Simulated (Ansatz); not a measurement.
**C₂H₂F₂Si: one species, many methods**

How much do the methods differ for C₂H₂F₂Si? The plan is to run it at one geometry with functionals of several rungs and with coupled cluster, and see how far each lands from CCSD(T) at the basis-set limit for the atomisation energy.

Method: functionals in def2-TZVPP, the program's frozen cores in correlated methods; program: Ansatz 0.2.0, Gaussian basis.

Plan: LDA (SPW92), PBE-D4, revPBE-D4, BLYP-D4, r2SCAN-D4, B97M-V, PBE0-D4, B3LYP-D4, r2SCANh-D4, r2SCAN0-D4, HSE06-D4, BHLYP-D4, CAM-B3LYP-D4, LC-ωPBE, ωB97X-V, ωB97M-V, B2PLYP, PBE-QIDH; CCSD(T)/def2-SVP; CCSD(T)/def2-TZVPP; MP2/def2-QZVPP; extrapolation to the limit; RPA on PBE.

**1. The geometry**

The geometry comes from an earlier relaxation with PBE0-D4 in a triple-zeta def2 set; it is a stationary point, not always the lowest conformer.

SMILES `FC1=C(F)[SiH2]1`, 7 atoms, charge 0, spin multiplicity 1.

Atoms are counted from 1 here; the program's logs count them from 0.

Bond lengths: F1–C2 1.317 Å, C2–C3 1.324 Å, C2–Si5 1.818 Å, C3–F4 1.317 Å, C3–Si5 1.818 Å, Si5–H6 1.485 Å, Si5–H7 1.485 Å. Angles: F1–C2–C3 138.3°, F1–C2–Si5 153.1°, C3–C2–Si5 68.6°, C2–C3–F4 138.3°, C2–C3–Si5 68.6°, F4–C3–Si5 153.1°, C2–Si5–C3 42.7°, C2–Si5–H6 122.2°, C2–Si5–H7 122.2°, C3–Si5–H6 122.2°, C3–Si5–H7 122.2°, H6–Si5–H7 110.1°.

As a file:

```mol
C2H2F2Si
  3D, bonds by distance, orders not assigned

  7  7  0  0  0  0  0  0  0  0999 V2000
    0.3245   -1.5376    1.6720 F   0  0
    0.1153   -0.6973    0.6793 C   0  0
   -0.4849   -0.6922   -0.5013 C   0  0
   -1.1668   -1.5250   -1.2610 F   0  0
    0.2716    0.9206   -0.1362 Si  0  0
   -0.5335    2.0974    0.2783 H   0  0
    1.5350    1.3660   -0.7766 H   0  0
  1  2  8  0
  2  3  8  0
  3  4  8  0
  3  5  8  0
  5  6  8  0
  5  7  8  0
  2  5  8  0
M  END
```

**2. LDA**

This LDA is Slater exchange with PW92 correlation.

Contents of in.yaml:

```yaml
crystal:
  periodic: [false, false, false]
  atoms:
    - {symbol: F, position_ang: [0.324470, -1.537610, 1.672047]}
    - {symbol: C, position_ang: [0.115338, -0.697262, 0.679256]}
    - {symbol: C, position_ang: [-0.484917, -0.692197, -0.501334]}
    - {symbol: F, position_ang: [-1.166772, -1.525013, -1.260969]}
    - {symbol: Si, position_ang: [0.271597, 0.920638, -0.136157]}
    - {symbol: H, position_ang: [-0.533516, 2.097381, 0.278251]}
    - {symbol: H, position_ang: [1.535000, 1.365962, -0.776596]}
basis:
  gaussian: {orbitals: def2-TZVPP}
hamiltonian: {xc: lda}
output: {orbitals: {seedname: orbitals}}
```

Started as:

```console
> ansatz run in.yaml --threads 2 --pin off --events-out ev --progress --plain --max-ram 4352MiB
```

The runs that follow: PBE-D4 (GGA); revPBE-D4 (GGA); BLYP-D4 (GGA); r2SCAN-D4 (meta-GGA); B97M-V (meta-GGA); PBE0-D4 (hybrid); B3LYP-D4 (hybrid); r2SCANh-D4 (hybrid); r2SCAN0-D4 (hybrid); HSE06-D4 (hybrid); BHLYP-D4 (hybrid); CAM-B3LYP-D4 (range-separated); LC-ωPBE (range-separated); ωB97X-V (range-separated); ωB97M-V (range-separated); B2PLYP (double hybrid); PBE-QIDH (double hybrid); CCSD(T) in def2-SVP; CCSD(T) in def2-TZVPP; MP2 in def2-QZVPP; RPA on PBE orbitals.

Before running them: what should the planned runs give, taken together? Wanted: atomisation energy, CCSD(T)/CBS; farthest beyond LDA; mean size of error, GGA; mean size of error, meta-GGA; mean size of error, hybrid; mean size of error, range-separated; mean size of error, double hybrid; gap, smallest and largest; T1 diagnostic.

The runs gave:

| quantity | value |
| --- | --- |
| atomisation energy, CCSD(T)/CBS | 2609.6 kJ/mol |
| functionals within 13.0 kJ/mol (0.5 %) | B3LYP-D4, r2SCANh-D4, PBE-QIDH |
| farthest beyond LDA | PBE-D4 (+134.9 kJ/mol) |
| mean size of error, GGA | 67.2 kJ/mol |
| mean size of error, meta-GGA | 34.6 kJ/mol |
| mean size of error, hybrid | 42.9 kJ/mol |
| mean size of error, range-separated | 22.7 kJ/mol |
| mean size of error, double hybrid | 13.2 kJ/mol |
| gap, smallest and largest | 5.14 eV (BLYP-D4), 12.10 eV (LC-ωPBE) |
| T1 diagnostic | 0.0142 |
| triples share of the correlation energy | 3.9 % |

In words: LDA overbinds by 539.6 kJ/mol (21 %). PBE-D4 is off by +134.9 kJ/mol. Double hybrids carry the basis error of their MP2 part in triple zeta, and no dispersion term here, so their miss is partly the set-up's. Taken by rung, double hybrid functionals do best (13.2 kJ/mol on average) and GGA ones worst beyond LDA (67.2 kJ/mol). The reference freezes the cores and leaves out relativity and excitations past (T), so misses under about 13.0 kJ/mol can't be ranked. Hartree-Fock recovers 68 % of the binding; the rest is correlation. CCSD(T) in def2-SVP is off by -163.3 kJ/mol, so the small basis spoils what the method gains. The gap grows from 5.1 to 12.1 eV across the functionals, mostly with the share of exact exchange.
